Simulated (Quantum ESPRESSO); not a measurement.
**Ga2SiO in Quantum ESPRESSO: the effect of pseudo set**

The system is Ga2SiO.

```
Ga Si O
1.0
     1.77790    1.02647    6.40771
    -1.77790    1.02647    6.40771
     0.00000   -2.05294    6.40771
Ga Si O
2 1 1
Direct
  0.73521 0.73521 0.73521
  0.26479 0.26479 0.26479
  0.00000 0.00000 0.00000
  0.50000 0.50000 0.50000
```

The cell was built by a generator and needn't be a form met in nature.

Alike in all runs:

| Item | Value |
| --- | --- |
| Program | Quantum ESPRESSO 7.5 |
| Task | phonons |
| Functional | PBE |
| k mesh | 4 × 4 × 4, shifted |
| Occupations | fermi-dirac, width 0.05 eV |
| Spin | no spin polarisation |

Each run relaxes the cell or the atoms first.

One run gave: highest phonon frequency 137 cm⁻¹. Which pseudo set did it use?
A. JTH 2.0 PBE
B. PseudoDojo 0.4.1 SR PBE standard
C. SG15 PBE 1.2

C.

```csv
pseudo set,cutoff,highest phonon frequency (cm⁻¹)
JTH 2.0 PBE,707 eV,152
PseudoDojo 0.4.1 SR PBE standard,1143 eV,152
SG15 PBE 1.2,1197 eV,137
```

Caveats: all runs use coarse meshes; the mesh is thin for the phonons of a metal; some modes are imaginary; the cell is more than 3 GPa from zero pressure, which shifts response properties; before the sum rule the acoustic modes lie tens of cm⁻¹ from zero, a sign that the density grid also shifts the optical modes (some runs).

Not every run made on this cell is shown here.
